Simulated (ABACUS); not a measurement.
# SiSe (P-6m2) in ABACUS: reference runs

How does SiSe come out in PBE? The cell is run as given.

Program: ABACUS 3.10.1. These are calculated values, not measurements. Logs are shortened: lines on timing, memory, paths and dates and some standing lists are left out, and cuts for length are marked.

## 1. The crystal as given

The structure is hexagonal, space group P-6m2 (No. 187). The conventional cell has a = 3.595 Å, b = 3.595 Å, c = 3.599 Å, α = 90.00°, β = 90.00°, γ = 120.00°. Si (site symmetry -6m2) has 6 Se at 2.75 Å as nearest neighbours. Around Se (site symmetry -6m2) lie 6 Si at 2.75 Å.

The cell was built by a generator and needn't be a form met in nature.

## 2. Single point, PBE

File INPUT:

```
INPUT_PARAMETERS
suffix              SiSe
calculation         scf
basis_type          pw
pseudo_dir          ./
symmetry            1
dft_functional      pbe
ecutwfc             87
pseudo_rcut         7
nspin               1
nbands              14
ks_solver           dav
smearing_method     fd
smearing_sigma      0.00367493
scf_thr             1e-08
scf_nmax            100
mixing_type         broyden
mixing_beta         0.7
cal_force           1
cal_stress          1
kpar                4
```

File STRU:

```
ATOMIC_SPECIES
Si 28.0850 Si.upf
Se 78.9710 Se.upf

LATTICE_CONSTANT
1.8897261246

LATTICE_VECTORS
3.5952000000 0.0000000000 0.0000000000
-1.7976000000 3.1135300000 0.0000000000
0.0000000000 0.0000000000 3.5987300000

ATOMIC_POSITIONS
Direct

Si
0.0
1
0.6666700000 0.3333300000 0.5000000000 1 1 1

Se
0.0
1
0.0000000000 0.0000000000 0.0000000000 1 1 1
```

File KPT:

```
K_POINTS
0
Gamma
9 9 7 0 0 0
```

Potentials or basis: PseudoDojo NC SR 0.4.1 PBE standard, plane waves.

The run is started by

```console
OMP_NUM_THREADS=1 mpirun -np 4 abacus > log
```

running log:

```text
ABACUS v3.10.1

               Atomic-orbital Based Ab-initio Computation at UStc

 ------------------------------------------------------------------------------------

 READING GENERAL INFORMATION
                           global_out_dir = OUT.SiSe/
                           global_in_card = INPUT
                               pseudo_dir = ./
                              orbital_dir =
                                    DSIZE = 4
                                    GSIZE = 1

 READING UNITCELL INFORMATION
                                    ntype = 2
                  lattice constant (Bohr) = 1.88973
              lattice constant (Angstrom) = 1

 READING ATOM TYPE 1
                               atom label = Si
                      L=0, number of zeta = 1
                      L=1, number of zeta = 1
                      L=2, number of zeta = 1
             number of atom for this type = 1

 READING ATOM TYPE 2
                               atom label = Se
                      L=0, number of zeta = 1
                      L=1, number of zeta = 1
                      L=2, number of zeta = 1
             number of atom for this type = 1

                        TOTAL ATOM NUMBER = 2
DIRECT COORDINATES
    atom                   x                   y                   z     mag                  vx                  vy                  vz
taud_Si1            0.6666700000        0.3333300000        0.5000000000  0.0000        0.0000000000        0.0000000000        0.0000000000
taud_Se1            0.0000000000        0.0000000000        0.0000000000  0.0000        0.0000000000        0.0000000000        0.0000000000

                          Volume (Bohr^3) = 271.845
                             Volume (A^3) = 40.2833

 Lattice vectors: (Cartesian coordinate: in unit of a_0)
              +3.5952                  +0                  +0
              -1.7976            +3.11353                  +0
                   +0                  +0            +3.59873
 Reciprocal vectors: (Cartesian coordinate: in unit of 2 pi/a_0)
            +0.278149           +0.160589                  -0
                   -0           +0.321179                  -0
                   +0                  -0           +0.277876
 The esolver type has been set to : ksdft_pw

                PAO radial cut off (Bohr) = 7

 Read in pseudopotential file is Si.upf
                     pseudopotential type = NC
          exchange-correlation functional = PBE
                 nonlocal core correction = 1
                        valence electrons = 4
                                     lmax = 2
                           number of zeta = 2
                     number of projectors = 6
                           L of projector = 0
[... 5 lines left out ...]
                PAO radial cut off (Bohr) = 7

 Read in pseudopotential file is Se.upf
                     pseudopotential type = NC
          exchange-correlation functional = PBE
                 nonlocal core correction = 1
                        valence electrons = 16
                                     lmax = 2
                           number of zeta = 3
                     number of projectors = 6
                           L of projector = 0
                           L of projector = 0
                           L of projector = 1
                           L of projector = 1
                           L of projector = 2
                           L of projector = 2
     initial pseudo atomic orbital number = 13

 SETUP THE ELECTRONS NUMBER
            electron number of element Si = 4
      total electron number of element Si = 4
            electron number of element Se = 16
      total electron number of element Se = 16
            AUTOSET number of electrons:  = 20
                           occupied bands = 10
                                   NBANDS = 14
                                   NLOCAL = 18

%%%%%%%%%%%%%%%%%%%%%%%%%%%%%%%%%%%%%%%%%%%%%%%%%%%%%%%%%%%%%%%%%%%%%%%%%%%%%%%%%%%%%%%%%%%%%%%%%%%%%%%%%%
 Warning: the number of valence electrons in pseudopotential > 6 for Se: [Ar] 3d10 4s2 4p4
 Pseudopotentials with additional electrons can yield (more) accurate outcomes, but may be less efficient.
 If you're confident that your chosen pseudopotential is appropriate, you can safely ignore this warning.
%%%%%%%%%%%%%%%%%%%%%%%%%%%%%%%%%%%%%%%%%%%%%%%%%%%%%%%%%%%%%%%%%%%%%%%%%%%%%%%%%%%%%%%%%%%%%%%%%%%%%%%%%%

 SETUP THE PLANE WAVE BASIS
 energy cutoff for charge/potential (unit:Ry) = 348
            fft grid for charge/potential = [ 45, 45, 45 ]
                        fft grid division = [ 1, 1, 1 ]
        big fft grid for charge/potential = [ 45, 45, 45 ]
                                     nbxx = 91125
                                     nrxx = 91125

[... 77 lines left out ...]
ibrav of real space lattice: 11. Orthorhombic C (base-centered)
ibrav of reciprocal lattice: 04. Hexagonal cell
(which should be 11).
                               nkstot_ibz = 284
K-POINTS REDUCTION ACCORDING TO SYMMETRY
     IBZ    DIRECT_X    DIRECT_Y    DIRECT_Z  WEIGHT  ibz2bz
       1  0.00000000  0.00000000  0.00000000  0.0018       0
       2  0.11111111  0.00000000  0.00000000  0.0035       1
       3  0.22222222  0.00000000  0.00000000  0.0035       2
       4  0.33333333  0.00000000  0.00000000  0.0035       3
       5  0.44444444  0.00000000  0.00000000  0.0035       4
       6  0.00000000  0.11111111  0.00000000  0.0035       9
[... 22 lines left out ...]
      29  0.44444444 -0.33333333  0.00000000  0.0035      32
      30 -0.33333333  0.33333333  0.00000000  0.0035      33
[... 254 further k points ...]

                               nkstot now = 284
[... K-POINTS DIRECT COORDINATES: 284 rows ...]

           k-point number in this process = 71
       minimum distributed K point number = 71

[... K-POINTS CARTESIAN COORDINATES: 71 rows ...]

[... K-POINTS DIRECT COORDINATES: 71 rows ...]

 SETUP PLANE WAVES FOR WAVE FUNCTIONS
     energy cutoff for wavefunc (unit:Ry) = 87
              fft grid for wave functions = [ 45, 45, 45 ]
                    number of plane waves = 4737
                         number of sticks = 313

 PARALLEL PW FOR WAVE FUNCTIONS
     PROC   COLUMNS(POT)             PW
        1            313           4737
 --------------- sum -------------------
        1            313           4737

 SETUP NONLOCAL PSEUDOPOTENTIALS IN PLANE WAVE BASIS
 Si non-local projectors:
 projector 1 L=0
 projector 2 L=0
 projector 3 L=1
 projector 4 L=1
 projector 5 L=2
 projector 6 L=2
 Se non-local projectors:
 projector 1 L=0
 projector 2 L=0
 projector 3 L=1
 projector 4 L=1
 projector 5 L=2
 projector 6 L=2
      TOTAL NUMBER OF NONLOCAL PROJECTORS = 36

 Init Non-Local PseudoPotential table :
 Init Non-Local-Pseudopotential done.

                                     npwx = 3783

 Make real space PAO into reciprocal space.
       max mesh points in Pseudopotential = 701
     dq(describe PAO in reciprocal space) = 0.01
                                    max q = 1124

 number of pseudo atomic orbitals for Si is 2
WARNING: norm of atomic wavefunction # 1 of atomic type Si is 0.999875, renormalized
WARNING: norm of atomic wavefunction # 2 of atomic type Si is 0.996128, renormalized

 number of pseudo atomic orbitals for Se is 3
WARNING: norm of atomic wavefunction # 2 of atomic type Se is 0.999994, renormalized
WARNING: norm of atomic wavefunction # 3 of atomic type Se is 0.99943, renormalized

 -------------------------------------------
 SELF-CONSISTENT
 -------------------------------------------
                                 init_chg = atomic

 PW ALGORITHM --------------- ION=   1  ELEC=   1--------------------------------
 Notice: Threshold on eigenvalues was too large.
 hsover_error=0.2 > DRHO=0.0141092
 Origin diag ethr = 0.01
 New diag ethr = 7.0546e-05

 Density error is 0.0136936061249
                          Error Threshold = 7.05459819808e-05
----------------------------------------------------------
     Energy           Rydberg                 eV
----------------------------------------------------------
 E_KohnSham     -250.8943779995      -3413.5931369593
 E_Harris       -250.0681444269      -3402.3516524921
 E_Fermi        0.7080822529         9.6339532918
----------------------------------------------------------
[... 51 lines left out ...]
 Density error is 5.39792039886e-09
                          Error Threshold = 1.02271216321e-09
----------------------------------------------------------
     Energy           Rydberg                 eV
----------------------------------------------------------
 E_KohnSham     -250.8972471897      -3413.6321742951
 E_KS(sigma->0) -250.8969603219      -3413.6282712579
 E_Harris       -250.8979181135      -3413.6413026808
 E_band         -25.9287189561       -352.7783196433
 E_one_elec     -141.9705364153      -1931.6082433646
 E_Hartree      76.5813550239        1041.9427888855
 E_xc           -51.4174795936       -699.5706992713
 E_Ewald        -134.0900124691      -1824.3882144702
 E_entropy(-TS) -0.0005737357        -0.0078060743
 E_descf        0.0000000000         0.0000000000
 E_exx          0.0000000000         0.0000000000
 E_Fermi        0.7074654402         9.6255611253
----------------------------------------------------------

 charge density convergence is achieved
 final etot is -3413.6321743 eV
 EFERMI = 9.6255611253 eV

 STATE ENERGY(eV) AND OCCUPATIONS    NSPIN == 1
 1/71 kpoint (Cartesian) = 0.0000 0.0000 0.0000 (3783 pws)
       1       -38.7362     0.00352734
       2       -38.7196     0.00352734
       3       -38.7196     0.00352734
       4       -38.6889     0.00352734
       5       -38.6889     0.00352734
       6       -5.70131     0.00352734
       7        4.82564     0.00352734
       8        5.86966     0.00352734
       9        7.77513     0.00352734
      10        7.77522     0.00352734
      11        12.4278    1.61137e-27
      12        12.4280    1.60734e-27
      13        13.0523    6.06819e-33
      14        16.2867    4.89350e-61
[... 66 lines left out ...]
       1       -38.7361     0.00705467
       2       -38.7196     0.00705467
       3       -38.7196     0.00705467
       4       -38.6889     0.00705467
       5       -38.6887     0.00705467
       6       -5.56990     0.00705467
       7        4.35690     0.00705467
       8        6.00963     0.00705467
       9        7.50212     0.00705467
      10        7.65030     0.00705467
      11        11.9437    5.16698e-23
      12        12.8699    4.66158e-31
      13        13.8535    1.33291e-39
      14        15.5679    1.71505e-54

[... levels at 65 further k points ...]

------------------------------------------------------------------------------------------
 TOTAL-FORCE (eV/Angstrom)
------------------------------------------------------------------------------------------
                       Si1        -0.0000374010         0.0000087006         0.0000007292
                       Se1         0.0000374010        -0.0000087006        -0.0000007292
------------------------------------------------------------------------------------------

----------------------------------------------------------------
 TOTAL-STRESS (KBAR)
----------------------------------------------------------------
         0.7315132148        -0.0000120189         0.0000177004
        -0.0000120189         0.7320306070        -0.0000392178
         0.0000177004        -0.0000392178         8.4972766522
----------------------------------------------------------------
 TOTAL-PRESSURE: 3.320273 KBAR

 --------------------------------------------
 !FINAL_ETOT_IS -3413.6321742950694897 eV
 --------------------------------------------
```

Run time: 38 s. Hardware: 4 MPI ranks of Intel Xeon 6975P-C (Granite Rapids), shared host; peak memory 0.6 GiB.

What came out:

```yaml
Free_energy: -3413.6322 eV
Pressure: 0.3 GPa
Band_gap_on_the_k_mesh: none (metal or under the smearing width)
```
